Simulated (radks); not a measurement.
# Ba inside a hard spherical wall

Aim: energy, levels and pressure of Ba as a wall, at which all orbitals vanish, closes in. The configuration stays [Xe] 6s2.

The numbers are computed with radks (a radial shooting solver on a logarithmic mesh, Libxc functionals) version 1 (scalar-relativistic Kohn-Sham, PBE, spin-polarised, spherical densities, point nucleus), except any that are marked as measured or tabulated.

## (1) Starting point

| Quantity | Value |
| --- | --- |
| element | barium (Z = 56) |
| charge | 0 |
| electrons | 56 |
| configuration | [Xe] 6s2 |

The outer shells:

Ba
```
[Xe] core
6s [↑↓]
```

## (2) The free atom

Input:

```text
Z 56
configuration [Xe] 6s2 5d0 6p0 7s0
relativity scalar-relativistic
functional pbe,pbe
spin polarised
nucleus point
c 137.035999084
```

## (3) Wall at 20 bohr

Settings, as their differences from step 2:

```diff
@@ -6,2 +6,3 @@
 nucleus point
+wall 20 bohr
 c 137.035999084
```

## (4) Wall at 15 bohr

Settings, as their differences from step 3:

```diff
@@ -6,3 +6,3 @@
 nucleus point
-wall 20 bohr
+wall 15 bohr
 c 137.035999084
```

## (5) Wall at 10 bohr

Settings, as their differences from step 4:

```diff
@@ -6,3 +6,3 @@
 nucleus point
-wall 15 bohr
+wall 10 bohr
 c 137.035999084
```

## (6) Wall at 8 bohr

Settings, as their differences from step 5:

```diff
@@ -6,3 +6,3 @@
 nucleus point
-wall 10 bohr
+wall 8 bohr
 c 137.035999084
```

## (7) Wall at 6 bohr

Settings, as their differences from step 6:

```diff
@@ -6,3 +6,3 @@
 nucleus point
-wall 8 bohr
+wall 6 bohr
 c 137.035999084
```

## (8) Wall at 5 bohr

Settings, as their differences from step 7:

```diff
@@ -6,3 +6,3 @@
 nucleus point
-wall 6 bohr
+wall 5 bohr
 c 137.035999084
```

## (9) Wall at 4 bohr

Settings, as their differences from step 8:

```diff
@@ -6,3 +6,3 @@
 nucleus point
-wall 5 bohr
+wall 4 bohr
 c 137.035999084
```

## (10) Wall at 3.5 bohr

Settings, as their differences from step 9:

```diff
@@ -6,3 +6,3 @@
 nucleus point
-wall 4 bohr
+wall 3.5 bohr
 c 137.035999084
```

## (11) Wall at 2.5 bohr

Settings, as their differences from step 10:

```diff
@@ -6,3 +6,3 @@
 nucleus point
-wall 3.5 bohr
+wall 2.5 bohr
 c 137.035999084
```

## (12) Wall at 2 bohr

Settings, as their differences from step 11:

```diff
@@ -6,3 +6,3 @@
 nucleus point
-wall 2.5 bohr
+wall 2 bohr
 c 137.035999084
```

What does the calculation give? Wanted: for each run, R; E − E(free); ε(6s); ε(5d, empty); ε(6p, empty); ε(7s, empty); pressure.

The runs gave:

| R (bohr) | E − E(free) (eV) | ε(6s) (eV) | ε(5d, empty) (eV) | ε(6p, empty) (eV) | ε(7s, empty) (eV) | pressure (GPa) |
| --- | --- | --- | --- | --- | --- | --- |
| free | 0.000 | -3.230 | -2.019 | -1.243 | - | 0 |
| 20 | 0.000 | -3.230 | -2.018 | -1.242 | 0.022 | < 0.0001 |
| 15 | 0.002 | -3.224 | -2.011 | -1.217 | 0.461 | 0.000680 |
| 10 | 0.173 | -2.967 | -1.740 | -0.688 | 3.318 | 0.128 |
| 8 | 0.941 | -2.213 | -1.082 | 0.592 | 7.887 | 1.06 |
| 6 | 5.148 | 0.803 | 0.921 | 5.213 | 21.249 | 10.9 |
| 5 | 13.035 | 5.522 | 3.493 | 11.857 | 38.027 | 44.3 |
| 4 | 38.519 | 18.452 | 9.835 | 28.467 | 75.484 | 248 |
| 3.5 | 72.562 | 33.324 | 16.806 | 46.283 | 112.62 | 683 |
| 2.5 | 329.98 | 120.00 | 57.030 | 142.92 | 298.08 | 7802 |
| 2 | 838.65 | 253.19 | 120.84 | 284.72 | 553.53 | 36790 |

Eigenvalues are for spin up. At the tightest wall, 2 bohr, the energy stands 838.65 eV above the free atom and the pressure, −dE/dV, is 36790 GPa. Of the levels in the table that exist at both ends, 6p (empty) rises most from the free atom (285.96 eV). From R = 6 bohr inwards the highest occupied level lies above zero, pushed up by confinement. Shells are not refilled when levels cross, and a hard wall is a model, not a crystal.
